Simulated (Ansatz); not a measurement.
# CuTe (Pmmn): one cell, many starting occupations (series 2)

DFT+U has many self-consistent solutions. How far apart do the states of CuTe (Pmmn) lie when only the starting occupations change? Cell and atoms stay fixed.

Program: Ansatz 0.2.0. Level of theory: DFT r²SCAN+U (U = 3 eV, J = 0.7 eV on Cu d), plane waves, PAW. These are calculated values, not measurements.

## 1. Starting point

The structure is orthorhombic, space group Pmmn (No. 59). Conventional cell: a = 3.100 Å, b = 4.020 Å, c = 6.860 Å, α = 90.00°, β = 90.00°, γ = 90.00°. Cu (site symmetry mm2) has 4 Te at 2.54 to 2.73 Å and 4 Cu at 2.63 Å as nearest neighbours. Around Te (site symmetry mm2) lie 4 Cu at 2.54 to 2.73 Å.

Coordinates:

```cif
data_structure
_symmetry_space_group_name_H-M 'P 1'
_symmetry_Int_Tables_number 1
_cell_length_a 3.1000
_cell_length_b 4.0200
_cell_length_c 6.8600
_cell_angle_alpha 90.000
_cell_angle_beta 90.000
_cell_angle_gamma 90.000
_cell_volume 85.49
loop_
_atom_site_label
_atom_site_type_symbol
_atom_site_fract_x
_atom_site_fract_y
_atom_site_fract_z
_atom_site_occupancy
Cu1 Cu 0.00000 0.50000 0.44900 1
Cu2 Cu 0.50000 0.00000 0.55100 1
Te1 Te 0.00000 0.00000 0.22300 1
Te2 Te 0.50000 0.50000 0.77700 1
```

Magnetic order typed: opposed in the cell.

The runs: random orbitals: single harmonics, second filling; random orbitals: fully mixed, first filling; random orbitals: single harmonics, first filling; random orbitals: fully mixed, one electron fewer; random orbitals: drawn by pairs, first filling.

An earlier series on this cell reached its lowest free state from «natural orbitals of the symmetric run, filled by rank», perhaps among other starts (it ended without moments).

## 2. Random orbitals: single harmonics, second filling

File input.yaml:

```yaml
crystal:
  lattice:
    - [3.09999976, 0.0, 0.0]
    - [0.0, 4.01999969, 0.0]
    - [0.0, 0.0, 6.85999947]
  atoms:
    - { symbol: Cu, position: [0.0, 0.5, 0.449], spin: 1.0 }
    - { symbol: Cu, position: [0.5, 0.0, 0.551], spin: -1.0 }
    - { symbol: Te, position: [0.0, 0.0, 0.223] }
    - { symbol: Te, position: [0.5, 0.5, 0.777] }
basis:
  ecutwfc: 500
  ecutrho_ratio: 4
kpoints:
  mp_grid: { grid: [6, 5, 3] }
hamiltonian:
  xc: r2scan
  hubbard:
    sites:
      - { site: 0, l: d, u: 3.0, j: 0.7, starting_ns: [{ spin: up, occupation_matrix: s0up }, { spin: down, occupation_matrix: s0down }] }
      - { site: 1, l: d, u: 3.0, j: 0.7, starting_ns: [{ spin: up, occupation_matrix: s1up }, { spin: down, occupation_matrix: s1down }] }
    occupation_matrices:
      s0up:
        matrix:
          - [0.97, 0.0, 0.0, 0.0, 0.0]
          - [0.0, 0.97, 0.0, 0.0, 0.0]
          - [0.0, 0.0, 0.97, 0.0, 0.0]
          - [0.0, 0.0, 0.0, 0.97, 0.0]
          - [0.0, 0.0, 0.0, 0.0, 0.97]
      s0down:
        matrix:
          - [0.97, 0.0, 0.0, 0.0, 0.0]
          - [0.0, 0.97, 0.0, 0.0, 0.0]
          - [0.0, 0.0, 0.97, 0.0, 0.0]
          - [0.0, 0.0, 0.0, 0.02, 0.0]
          - [0.0, 0.0, 0.0, 0.0, 0.97]
      s1up:
        matrix:
          - [0.02, 0.0, 0.0, 0.0, 0.0]
          - [0.0, 0.97, 0.0, 0.0, 0.0]
          - [0.0, 0.0, 0.97, 0.0, 0.0]
          - [0.0, 0.0, 0.0, 0.97, 0.0]
          - [0.0, 0.0, 0.0, 0.0, 0.97]
      s1down:
        matrix:
          - [0.97, 0.0, 0.0, 0.0, 0.0]
          - [0.0, 0.97, 0.0, 0.0, 0.0]
          - [0.0, 0.0, 0.97, 0.0, 0.0]
          - [0.0, 0.0, 0.0, 0.97, 0.0]
          - [0.0, 0.0, 0.0, 0.0, 0.97]
    ns_hold: until_converged
scf:
  occupations: { method: gaussian, width: 0.05 }
  lower_state_search: "off"
  max_iter: 150
output:
  forces: true
  stress: true
  eigenvalues: true
  populations: true
  hubbard: { sites: [{ site: 0, l: d }, { site: 1, l: d }] }
magnetization:
  spin_polarized: true
```

The typed matrices put 0.97 on the chosen orbitals and 0.02 on the others, and are held until the SCF converges, then released.

Started as:

```
$ ansatz run input.yaml --threads 4 --pin off --max-ram 6144MiB --backend cpu --events-out ev --progress --plain --runs-dir out
```

What it wrote, shortened:

```text
Warning: crystal.symmetry: narrowed to the stabiliser of the occupation matrices — unitary ops 4 → 4, anti-unitary 4 → 0; lowered by the specified shells (site 0, l: d), (site 1, l: d); largest admitted image defect 8.9e-16, smallest excluded 9.5e-1 — at a splitting's scale: the group the [...]
Warning: RAYON_NUM_THREADS=4 ignored (pool sized by the plan → 4); use --threads N
Cu: projections on atomic orbitals take those of the free atom [Ne] 3s2 3p6 3d10 4s1, of charge +0.00 (hamiltonian.pseudopotentials.projection_atoms); the dataset's partial waves leave at most 2.0e-6 of an orbital's norm unspanned inside its sphere
Te: projections on atomic orbitals take those of the free atom [Kr] 4d10 5s2 5p4, of charge +0.00 (hamiltonian.pseudopotentials.projection_atoms); the dataset's partial waves leave at most 7.8e-6 of an orbital's norm unspanned inside its sphere
[...]
Pseudopotentials: kind: paw
Pseudopotential: Cu, paw, valence charge 19, recommended cutoff 500 eV (meta_gga), Cu.paw.azcp
Pseudopotential: Te, paw, valence charge 16, recommended cutoff 500 eV (meta_gga), Te.paw.azcp
Functional definition: r2SCAN
[...]
Crystal: 4 atoms, lattice volume = 85.489 Å³
Basis set: ecut = 500 eV, 2197 PW (Γ), exchange–correlation on 96×120×216 points (64 copies of the dense FFT grid, shifted against one another)
Bands: 44, of which v1, the nominal top of the filled ones, is band 35 counted from 1 (34 counted from 0)
Symmetry: 4 space group operations
Space group: Pmm2 (ITA 25), of the structure as read, at distance tolerance 4.4e-5 Å
Magnetic group: BNS 59.408 (UNI 506), of the structure as read, at distance tolerance 4.4e-5 Å
k-points: 24 of 90 (time reversal used)
[...]
Starting moments: Σ|m| = 2 μB on 2 of 4 sites
Starting magnetic order: antiferromagnet; an inversion exchanges its spin sublattices: spin-degenerate at every k-point
[...]
WARN: the starting moments were not kept: the SCF closed with an absolute magnetisation of 8.2e-5 μB, where they sum to 2 μB in size (2 sites). That is at most 0.1 of that sum. Measured as dr2_m measures the in/out step, that magnetisation stands 1.2e-9 eV from none, at or under the [...]
WARN: hamiltonian.hubbard: on 2 of 4 specified blocks the occupation matrix of this SCF's result fails the test of the specified filling. At site 0 ↓ (sites count from 0 in the list of atoms of the cell that this SCF solves) the least filled combination of the orbitals specified full has [...]
  site 1 (l=d) ↓: largest change of an orbital's occupation 0.0228; electrons 4.8500 specified, 4.9152 found; spectral distance 0.0337
--- Forces (eV/Å), atoms counted from 1 ---
  atom   1  Cu     0.00000000     0.00000000     0.24769755
  atom   2  Cu    -0.00000000     0.00000000    -0.24770614
  atom   3  Te    -0.00000000     0.00000000    -0.27724551
  atom   4  Te     0.00000000     0.00000000     0.27723910
[...]
--- Stress (GPa, compression-positive) ---
        3.975401       0.000000       0.000000
        0.000000       4.070320       0.000000
        0.000000       0.000000       4.215014
  P = ⅓ Tr σ = 4.0869 GPa (40.869 kbar)
--- Band table (eV; the first three rows and the last of 48) ---
[...]
Occupation matrices written to <dir>
--- Löwdin populations: 4 sites ---
  site symbol       q [e]    m [muB]
     0     Cu     18.5595     0.0000
     1     Cu     18.5595     0.0000
     2     Te     16.2286     0.0000
     3     Te     16.2286     0.0000
  spilling = 0.006053 (of n_electrons = 70.000000)
--- Occupation matrices: 2 shells (run DFT+U table (all-electron-ortho-atomic); ε = 2.00e-2, under-converged) ---
  Cu0 d_3D: site group C2v (mm2)
  Cu0 d_3D up     Tr n = 4.9152  λ = 0.970 0.982 0.983 0.987 0.993  [5× z2 0.20 A1(0.40)]
  Cu0 d_3D dn     Tr n = 4.9152  λ = 0.970 0.982 0.983 0.987 0.993  [5× z2 0.20 A1(0.40)]
  specified occupation → Cu0 d_3D up: matrix, ‖Δ‖_F = 0.0337, Tr Δ = -0.0652, displaced = 0.0329, d_λ = 0.0337; orbital distance = 0.0000
  specified occupation → Cu0 d_3D dn: matrix, ‖Δ‖_F = 0.9731, Tr Δ = -1.0152, displaced = 0.5079, d_λ = 0.9503; orbital distance = 0.8944
  Cu1 d_3D: site group C2v (mm2)
  Cu1 d_3D up     Tr n = 4.9152  λ = 0.970 0.982 0.983 0.987 0.993  [5× z2 0.20 A1(0.40)]
  Cu1 d_3D dn     Tr n = 4.9152  λ = 0.970 0.982 0.983 0.987 0.993  [5× z2 0.20 A1(0.40)]
  specified occupation → Cu1 d_3D up: matrix, ‖Δ‖_F = 0.9673, Tr Δ = -1.0152, displaced = 0.5079, d_λ = 0.9503; orbital distance = 0.8944
  specified occupation → Cu1 d_3D dn: matrix, ‖Δ‖_F = 0.0337, Tr Δ = -0.0652, displaced = 0.0329, d_λ = 0.0337; orbital distance = 0.0000
  Tr n, λ and their labels are of the run-group-symmetrised matrices; stabiliser: 16 of 16 elements of G0×{1,Θ} (closed), max defect 3.9e-6 at τ = 8.9e-3
```

It took 45 s on 4 threads of Arm Neoverse V1, shared host; peak memory 0.67 GiB.

It ends with no gap, pressure 4.1 GPa, no moment over 0.05 μB in any sphere, largest force component 0.28 eV/Å, 4 symmetry operations imposed. The program reports that the typed filling wasn't kept.

The shells' filling, with natural orbitals sorted by occupation:

```csv
shell,channel,electrons,over 0.8,0.2 to 0.8,under 0.2
Cu 3d (atom 1),up,4.92,5,0,0
Cu 3d (atom 1),down,4.92,5,0,0
```

## 3. Random orbitals: fully mixed, first filling

Changes to input.yaml since step 2:

```diff
@@ -31,14 +31,14 @@
         matrix:
-          - [0.97, 0.0, 0.0, 0.0, 0.0]
-          - [0.0, 0.97, 0.0, 0.0, 0.0]
-          - [0.0, 0.0, 0.97, 0.0, 0.0]
-          - [0.0, 0.0, 0.0, 0.02, 0.0]
-          - [0.0, 0.0, 0.0, 0.0, 0.97]
+          - [0.91558, 0.15646, 0.0068, 0.11338, -0.10657]
+          - [0.15646, 0.52018, -0.01956, -0.32596, 0.3064]
+          - [0.0068, -0.01956, 0.96915, -0.01417, 0.01332]
+          - [0.11338, -0.32596, -0.01417, 0.7338, 0.22203]
+          - [-0.10657, 0.3064, 0.01332, 0.22203, 0.76129]
       s1up:
         matrix:
-          - [0.02, 0.0, 0.0, 0.0, 0.0]
-          - [0.0, 0.97, 0.0, 0.0, 0.0]
-          - [0.0, 0.0, 0.97, 0.0, 0.0]
-          - [0.0, 0.0, 0.0, 0.97, 0.0]
-          - [0.0, 0.0, 0.0, 0.0, 0.97]
+          - [0.72271, 0.04364, -0.26669, -0.30063, -0.10183]
+          - [0.04364, 0.9623, 0.04706, 0.05305, 0.01797]
+          - [-0.26669, 0.04706, 0.68239, -0.32421, -0.10981]
+          - [-0.30063, 0.05305, -0.32421, 0.60453, -0.12379]
+          - [-0.10183, 0.01797, -0.10981, -0.12379, 0.92807]
       s1down:
@@ -50,3 +50,3 @@
           - [0.0, 0.0, 0.0, 0.0, 0.97]
-    ns_hold: until_converged
+    ns_hold: { iters: 12 }
 scf:
```

The typed matrices put 0.97 on the chosen orbitals and 0.02 on the others, and are held for 12 cycles.

Started as:

```
$ ansatz run input.yaml --threads 4 --pin off --max-ram 6144MiB --backend cpu --events-out ev --progress --plain --runs-dir out
```

What it wrote, shortened:

```text
Warning: crystal.symmetry: narrowed to the stabiliser of the occupation matrices — unitary ops 4 → 1, anti-unitary 4 → 0; lowered by the specified shells (site 0, l: d), (site 1, l: d); largest admitted image defect 4.4e-16, smallest excluded 4.4e-1 — at a splitting's scale: the group the [...]
Warning: RAYON_NUM_THREADS=4 ignored (pool sized by the plan → 4); use --threads N
Cu: projections on atomic orbitals take those of the free atom [Ne] 3s2 3p6 3d10 4s1, of charge +0.00 (hamiltonian.pseudopotentials.projection_atoms); the dataset's partial waves leave at most 2.0e-6 of an orbital's norm unspanned inside its sphere
Te: projections on atomic orbitals take those of the free atom [Kr] 4d10 5s2 5p4, of charge +0.00 (hamiltonian.pseudopotentials.projection_atoms); the dataset's partial waves leave at most 7.8e-6 of an orbital's norm unspanned inside its sphere
[...]
[... 4 set-up lines as earlier in the session ...]
[...]
Crystal: 4 atoms, lattice volume = 85.489 Å³
Basis set: ecut = 500 eV, 2197 PW (Γ), exchange–correlation on 96×120×216 points (64 copies of the dense FFT grid, shifted against one another)
[...]
WARN: the starting moments were not kept: the SCF closed with an absolute magnetisation of 6.9e-6 μB, where they sum to 2 μB in size (2 sites). That is at most 0.1 of that sum. Measured as dr2_m measures the in/out step, that magnetisation stands 1.3e-11 eV from none, at or under the [...]
WARN: hamiltonian.hubbard: on 2 of 4 specified blocks the occupation matrix of this SCF's result fails the test of the specified filling. At site 0 ↓ (sites count from 0 in the list of atoms of the cell that this SCF solves) the least filled combination of the orbitals specified full has [...]
Occupation matrices written to <dir>
--- Löwdin populations: 4 sites ---
  site symbol       q [e]    m [muB]
     0     Cu     18.5595     0.0000
     1     Cu     18.5595    -0.0000
     2     Te     16.2286     0.0000
     3     Te     16.2286     0.0000
  spilling = 0.006053 (of n_electrons = 70.000000)
--- Occupation matrices: 2 shells (run DFT+U table (all-electron-ortho-atomic); ε = 8.52e-3) ---
  Cu0 d_3D: site group C2v (mm2)
  Cu0 d_3D up     Tr n = 4.9152  λ = 0.970 0.982 0.983 0.987 0.993  [yz 1.00 B2(1.00) | 4× z2 0.25 A1(0.50)]
  Cu0 d_3D dn     Tr n = 4.9152  λ = 0.970 0.982 0.983 0.987 0.993  [yz 1.00 B2(1.00) | 4× z2 0.25 A1(0.50)]
  specified occupation → Cu0 d_3D up: matrix, ‖Δ‖_F = 0.0337, Tr Δ = -0.0652, displaced = 0.0329, d_λ = 0.0337; orbital distance = 0.0000
  specified occupation → Cu0 d_3D dn: matrix, ‖Δ‖_F = 0.9659, Tr Δ = -1.0152, displaced = 0.5079, d_λ = 0.9503; orbital distance = 1.4136
  Cu1 d_3D: site group C2v (mm2)
  Cu1 d_3D up     Tr n = 4.9152  λ = 0.970 0.982 0.983 0.987 0.993  [yz 1.00 B2(1.00) | 4× z2 0.25 A1(0.50)]
  Cu1 d_3D dn     Tr n = 4.9152  λ = 0.970 0.982 0.983 0.987 0.993  [yz 1.00 B2(1.00) | 4× z2 0.25 A1(0.50)]
  specified occupation → Cu1 d_3D up: matrix, ‖Δ‖_F = 0.9643, Tr Δ = -1.0152, displaced = 0.5076, d_λ = 0.9503; orbital distance = 1.1809
  specified occupation → Cu1 d_3D dn: matrix, ‖Δ‖_F = 0.0337, Tr Δ = -0.0652, displaced = 0.0329, d_λ = 0.0337; orbital distance = 0.0000
  Tr n, λ and their labels are of the run-group-symmetrised matrices; stabiliser: 16 of 16 elements of G0×{1,Θ} (closed), max defect 4.4e-7 at τ = 1.8e-3
```

Wall time 71 s (4 threads of Arm Neoverse V1, shared host); peak memory 0.8 GiB.

It ends with no gap, pressure 4.1 GPa, no moment over 0.05 μB in any sphere, largest force component 0.28 eV/Å, 1 symmetry operation imposed. The program reports that the typed filling wasn't kept.

The shells' filling, with natural orbitals sorted by occupation:

```csv
shell,channel,electrons,over 0.8,0.2 to 0.8,under 0.2
Cu 3d (atom 1),up,4.92,5,0,0
Cu 3d (atom 1),down,4.92,5,0,0
```

## 4. Random orbitals: single harmonics, first filling

Changes to input.yaml since step 3:

```diff
@@ -31,14 +31,14 @@
         matrix:
-          - [0.91558, 0.15646, 0.0068, 0.11338, -0.10657]
-          - [0.15646, 0.52018, -0.01956, -0.32596, 0.3064]
-          - [0.0068, -0.01956, 0.96915, -0.01417, 0.01332]
-          - [0.11338, -0.32596, -0.01417, 0.7338, 0.22203]
-          - [-0.10657, 0.3064, 0.01332, 0.22203, 0.76129]
+          - [0.02, 0.0, 0.0, 0.0, 0.0]
+          - [0.0, 0.97, 0.0, 0.0, 0.0]
+          - [0.0, 0.0, 0.97, 0.0, 0.0]
+          - [0.0, 0.0, 0.0, 0.97, 0.0]
+          - [0.0, 0.0, 0.0, 0.0, 0.97]
       s1up:
         matrix:
-          - [0.72271, 0.04364, -0.26669, -0.30063, -0.10183]
-          - [0.04364, 0.9623, 0.04706, 0.05305, 0.01797]
-          - [-0.26669, 0.04706, 0.68239, -0.32421, -0.10981]
-          - [-0.30063, 0.05305, -0.32421, 0.60453, -0.12379]
-          - [-0.10183, 0.01797, -0.10981, -0.12379, 0.92807]
+          - [0.97, 0.0, 0.0, 0.0, 0.0]
+          - [0.0, 0.97, 0.0, 0.0, 0.0]
+          - [0.0, 0.0, 0.97, 0.0, 0.0]
+          - [0.0, 0.0, 0.0, 0.02, 0.0]
+          - [0.0, 0.0, 0.0, 0.0, 0.97]
       s1down:
@@ -50,3 +50,3 @@
           - [0.0, 0.0, 0.0, 0.0, 0.97]
-    ns_hold: { iters: 12 }
+    ns_hold: { iters: 5 }
 scf:
```

The typed matrices put 0.97 on the chosen orbitals and 0.02 on the others, and are held for 5 cycles.

Started as:

```
$ ansatz run input.yaml --threads 4 --pin off --max-ram 6144MiB --backend cpu --events-out ev --progress --plain --runs-dir out
```

What it wrote, shortened:

```text
Warning: crystal.symmetry: narrowed to the stabiliser of the occupation matrices — unitary ops 4 → 4, anti-unitary 4 → 0; lowered by the specified shells (site 0, l: d), (site 1, l: d); largest admitted image defect 8.9e-16, smallest excluded 9.5e-1 — at a splitting's scale: the group the [...]
Warning: RAYON_NUM_THREADS=4 ignored (pool sized by the plan → 4); use --threads N
Cu: projections on atomic orbitals take those of the free atom [Ne] 3s2 3p6 3d10 4s1, of charge +0.00 (hamiltonian.pseudopotentials.projection_atoms); the dataset's partial waves leave at most 2.0e-6 of an orbital's norm unspanned inside its sphere
Te: projections on atomic orbitals take those of the free atom [Kr] 4d10 5s2 5p4, of charge +0.00 (hamiltonian.pseudopotentials.projection_atoms); the dataset's partial waves leave at most 7.8e-6 of an orbital's norm unspanned inside its sphere
[...]
[... 4 set-up lines as earlier in the session ...]
[...]
Crystal: 4 atoms, lattice volume = 85.489 Å³
Basis set: ecut = 500 eV, 2197 PW (Γ), exchange–correlation on 96×120×216 points (64 copies of the dense FFT grid, shifted against one another)
[...]
WARN: the starting moments were not kept: the SCF closed with an absolute magnetisation of 2.5e-5 μB, where they sum to 2 μB in size (2 sites). That is at most 0.1 of that sum. Measured as dr2_m measures the in/out step, that magnetisation stands 1.2e-10 eV from none, at or under the [...]
WARN: hamiltonian.hubbard: on 2 of 4 specified blocks the occupation matrix of this SCF's result fails the test of the specified filling. At site 0 ↓ (sites count from 0 in the list of atoms of the cell that this SCF solves) the least filled combination of the orbitals specified full has [...]
     2     Te     16.2286    -0.0000
     3     Te     16.2286    -0.0000
  spilling = 0.006053 (of n_electrons = 70.000000)
--- Occupation matrices: 2 shells (run DFT+U table (all-electron-ortho-atomic); ε = 1.00e-3) ---
  Cu0 d_3D: site group C2v (mm2)
  Cu0 d_3D up     Tr n = 4.9152  λ = 0.970 0.982 0.983 0.987 0.993  [yz 1.00 B2(1.00) | 2× xz 0.50 B1(0.50) | z2 1.00 A1(1.00) | x2-y2 1.00 A1(1.00)]
  Cu0 d_3D dn     Tr n = 4.9152  λ = 0.970 0.982 0.983 0.987 0.993  [yz 1.00 B2(1.00) | 2× xz 0.50 B1(0.50) | z2 1.00 A1(1.00) | x2-y2 1.00 A1(1.00)]
  specified occupation → Cu0 d_3D up: matrix, ‖Δ‖_F = 0.0337, Tr Δ = -0.0652, displaced = 0.0329, d_λ = 0.0337; orbital distance = 0.0000
  specified occupation → Cu0 d_3D dn: matrix, ‖Δ‖_F = 0.9673, Tr Δ = -1.0152, displaced = 0.5079, d_λ = 0.9503; orbital distance = 1.4142
  Cu1 d_3D: site group C2v (mm2)
  Cu1 d_3D up     Tr n = 4.9152  λ = 0.970 0.982 0.983 0.987 0.993  [yz 1.00 B2(1.00) | 2× xz 0.50 B1(0.50) | z2 1.00 A1(1.00) | x2-y2 1.00 A1(1.00)]
  Cu1 d_3D dn     Tr n = 4.9152  λ = 0.970 0.982 0.983 0.987 0.993  [yz 1.00 B2(1.00) | 2× xz 0.50 B1(0.50) | z2 1.00 A1(1.00) | x2-y2 1.00 A1(1.00)]
  specified occupation → Cu1 d_3D up: matrix, ‖Δ‖_F = 0.9731, Tr Δ = -1.0152, displaced = 0.5079, d_λ = 0.9503; orbital distance = 1.4142
  specified occupation → Cu1 d_3D dn: matrix, ‖Δ‖_F = 0.0337, Tr Δ = -0.0652, displaced = 0.0329, d_λ = 0.0337; orbital distance = 0.0000
  Tr n, λ and their labels are of the run-group-symmetrised matrices; stabiliser: 16 of 16 elements of G0×{1,Θ} (closed), max defect 1.1e-6 at τ = 2.1e-4
```

Run time: 30 s. Hardware: 4 threads of Arm Neoverse V1, shared host; peak memory 0.67 GiB.

End state: no gap, pressure 4.1 GPa, no moment over 0.05 μB in any sphere, largest force component 0.28 eV/Å, 4 symmetry operations imposed. The program reports that the typed filling wasn't kept.

How the shells are filled (orbitals counted by the eigenvalues of the occupation matrices):

```csv
shell,channel,electrons,over 0.8,0.2 to 0.8,under 0.2
Cu 3d (atom 1),up,4.92,5,0,0
Cu 3d (atom 1),down,4.92,5,0,0
```

[end of part 1 of 2]
